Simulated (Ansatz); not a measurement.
**MoO (septet): from Hartree-Fock to the top rungs, def2-TZVPP**

An exercise on one series of results from a longer session: the logs are not shown, and one member is left open.

Method: def2-TZVPP, core rule «outside noble gas», up to 5 orbitals frozen; program: Ansatz 0.2.0, Gaussian basis.

Plan: UHF; ROHF; CCSD(T) on UHF.

## The system

The geometry is a PBE0/def2-TZVP stationary point (not a proven minimum). No spin-orbit coupling is included. Elements past krypton take def2 core potentials.

2 atoms, charge 0, spin multiplicity 7.

Atoms are counted from 1 here; the program's logs count them from 0.

Bond lengths: Mo1–O2 1.990 Å.

The first run:

in.yaml

```yaml
crystal:
  periodic: [false, false, false]
  atoms:
    - {symbol: Mo, position_ang: [0.000000, 0.000000, 0.000000]}
    - {symbol: O, position_ang: [0.000000, 0.000000, 1.989800]}
basis:
  gaussian: {orbitals: def2-TZVPP}
magnetization: {spin_polarized: true, initial_magnetization: 6}
hamiltonian: {xc: hf}
output: {orbitals: {seedname: orbitals}}
```

Launch:

```sh
$ ansatz run in.yaml --threads 1 --pin off --events-out ev --progress --plain --max-ram 3968MiB --backend cpu
```

Steps of the session up to this table: UHF; ROHF; CCSD(T) on UHF.

One table of the session follows, with a row left open; its other results are not shown here.

```
  method  from UCCSD(T) (meV)
    ROHF              +8705.4
     UHF                    ?
    UMP2               +805.2
   UCCSD               +310.1
UCCSD(T)                    0
```

Q: Estimate the row for UHF from the others.

As computed: from UCCSD(T) (meV): +8464.8. In the column «from UCCSD(T) (meV)» it lies between UMP2 (+805.2) and ROHF (+8705.4).
